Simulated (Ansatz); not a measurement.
# CoH: the cost of one run

Program: Ansatz 0.2.0. Level of theory: DFT LDA, with the methods named in each step. These are calculated values, not measurements.

## 1. The system as given

Symmetry: Fm-3m, No. 225, cubic system. Conventional cell: a = 3.686 Å, b = 3.686 Å, c = 3.686 Å, α = 90.00°, β = 90.00°, γ = 90.00°. Around Co (site symmetry m-3m) lie 6 H at 1.84 Å. H (site symmetry m-3m) is surrounded by 6 Co at 1.84 Å.

Structure file:

```xyz
2
Lattice="0.0000 1.8430 1.8430 1.8430 0.0000 1.8430 1.8430 1.8430 0.0000" Properties=species:S:1:pos:R:3 pbc="T T T"
Co    0.0000    0.0000    0.0000
H     1.8430    1.8430    1.8430
```

Where an Elk run is restarted with further inputs, its INFO.OUT and LSJ.OUT are those of the last start.

The cell forces parallel moments, which needn't be the real order.

Elk's input and logs are in atomic units (hartree, bohr).

Atoms are numbered in the order of the input: Co1, H2.

## 2. Collinear moments, PAW

Input file input.yaml:

```yaml
crystal:
  lattice:
    - [0.0, 1.84296171, 1.84296171]
    - [1.84296171, 0.0, 1.84296171]
    - [1.84296171, 1.84296171, 0.0]
  atoms:
    - { symbol: Co, position: [0.0, 0.0, 0.0], spin: 2.0 }
    - { symbol: H, position: [0.5, 0.5, 0.5] }
magnetization:
  spin_polarized: true
kpoints:
  mp_grid: { grid: [13, 13, 13] }
scf:
  occupations: { method: fermi_dirac, width: 0.05 }
  lower_state_search: "off"
hamiltonian:
  xc: lda
  pseudopotentials: { kind: paw }
output:
  forces: true
  stress: true
  eigenvalues: true
  write_density: true
  write_potential: true
  elf: true
  volumetric_format: npy
```

Launch:

```bash
ansatz run input.yaml --threads 2 --pin off --max-ram 3072MiB --backend cpu --events-out ev --progress --plain --runs-dir out
```

Q: Estimate wall time and peak memory on 2 threads of Arm Neoverse V1, shared host.

About 3 s, with a peak of 0.27 GiB.
